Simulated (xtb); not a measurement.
# GFN2-xTB run of C2H9GeOP (SMILES CC[O][GeH2][PH2])

Aim: a geometry optimisation of C2H9GeOP. 

The results are computed with xtb 6.7.1 later snapshot.

5 further runs of the same task are left out: 5 set aside as unsound or not needed.

## 1. The structure to begin with

C2H9GeOP has 14 atoms, charge 0, and is taken as a singlet. As SMILES, `CC[O][GeH2][PH2]`. Geometry: a GFN2-xTB relaxation, a rough one for these elements and not checked as a minimum. This is one conformer, not always the lowest. The run starts from this shape.

Bond lengths: C1–C2 1.521 Å, C2–O3 1.408 Å, O3–Ge4 1.767 Å, Ge4–P5 2.318 Å, C1–H6 1.087 Å, C1–H7 1.086 Å, C1–H8 1.087 Å, C2–H9 1.097 Å, C2–H10 1.100 Å, Ge4–H11 1.526 Å, Ge4–H12 1.504 Å, P5–H13 1.392 Å, P5–H14 1.391 Å. Some angles: C1–C2–O3 109.0°, C2–O3–Ge4 128.2°, O3–Ge4–P5 111.7°, C1–C2–H9 109.9°, C1–C2–H10 109.5°, O3–C2–H9 109.7°, O3–C2–H10 110.9°, C2–C1–H6 110.0°, C2–C1–H7 109.7°, C2–C1–H8 110.1°.

## 2. A structure relaxation at GFN2-xTB

input.xyz reads:

```xyz
14
C2H9GeOP
C     -0.70141     1.35390     1.63244
C      0.33711     0.71868     0.72004
O      0.01220    -0.63887     0.53249
Ge     0.56952    -1.73080    -0.74040
P      0.04590    -0.92423    -2.84969
H     -1.68672     1.28486     1.17856
H     -0.72329     0.82920     2.58354
H     -0.45776     2.39891     1.80406
H      1.33332     0.80180     1.17215
H      0.35956     1.25415    -0.24075
H      2.06457    -1.97197    -0.55344
H     -0.17484    -2.95406    -0.27948
H      0.31719     0.38324    -2.45722
H     -1.29535    -0.80482    -2.50230
```

Run with:

```console
$ xtb input.xyz --gfn2 -o vtight -P 1 > run.log 2> xtb.err
```

Q: Predict the results. Wanted: total energy at the end; dipole moment; HOMO energy; LUMO energy; HOMO–LUMO gap; dispersion energy; mean polarisability.

Computed results:

At GFN2-xTB:

| quantity | value |
| --- | --- |
| total energy at the end | -17.39697 Eh |
| dipole moment | 1.83 D |
| HOMO energy | -10.65 eV |
| LUMO energy | -5.63 eV |
| HOMO–LUMO gap | 5.02 eV |
| dispersion energy | -22.90 kJ/mol |
| mean polarisability (D4 model) | 88.3 bohr³ |

**Reading.** At the final geometry: Bond lengths: C1–C2 1.521 Å, C2–O3 1.409 Å, O3–Ge4 1.767 Å, Ge4–P5 2.318 Å, C1–H6 1.087 Å, C1–H7 1.087 Å, C1–H8 1.087 Å, C2–H9 1.097 Å, C2–H10 1.100 Å, Ge4–H11 1.527 Å, Ge4–H12 1.504 Å, P5–H13 1.393 Å, P5–H14 1.390 Å. Some angles: C1–C2–O3 108.8°, C2–O3–Ge4 127.6°, O3–Ge4–P5 111.4°, C1–C2–H9 109.9°, C1–C2–H10 109.6°, O3–C2–H9 110.1°, O3–C2–H10 110.6°, C2–C1–H6 109.9°, C2–C1–H7 109.7°, C2–C1–H8 110.1°. The optimisation took 43 steps and changed the energy by -0.005 eV.
